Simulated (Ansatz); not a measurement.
# NaLa in Ansatz: the effect of functional

The system is NaLa.

```
La Na
1.0
     3.60625    0.00000    0.00000
    -1.80313    3.12310    0.00000
     0.00000    0.00000    6.48378
La Na
1 1
Direct
  0.33333 0.66667 0.50000
  0.00000 0.00000 0.00000
```

The cell comes from a database or a generator and needn't be the stable form of this composition.

Alike in all runs:

| Item | Value |
| --- | --- |
| Program | Ansatz 0.2.0 |
| Task | band structure |
| Potentials or basis | Ansatz PAW |
| k mesh | 5 × 5 × 3 |
| Occupations | fermi-dirac, width 0.05 eV |
| Spin | no spin polarisation |

```tsv
functional	cutoff	pressure (GPa)
LDA	420 eV (not typed: the program's choice for these potentials)	-1.9
PBEsol	420 eV (not typed: the program's choice for these potentials)	?
RPBE	420 eV (not typed: the program's choice for these potentials)	1.1
revPBE	420 eV (not typed: the program's choice for these potentials)	0.9
BLYP	420 eV (not typed: the program's choice for these potentials)	1.0
r2SCAN	500 eV (not typed: the program's choice for these potentials)	0.2
```

**Question.** What does the run with functional PBEsol give?

**Answer.** Pressure -0.9 GPa.

Caveats: all runs use coarse meshes; the PAW data sets come from PBE, with cores solved anew for the run's functional, which leaves a small shift of forces and pressure; the magnetic or orbital state may not be the lowest (some runs).

Runs at the PBE level aren't shown here.
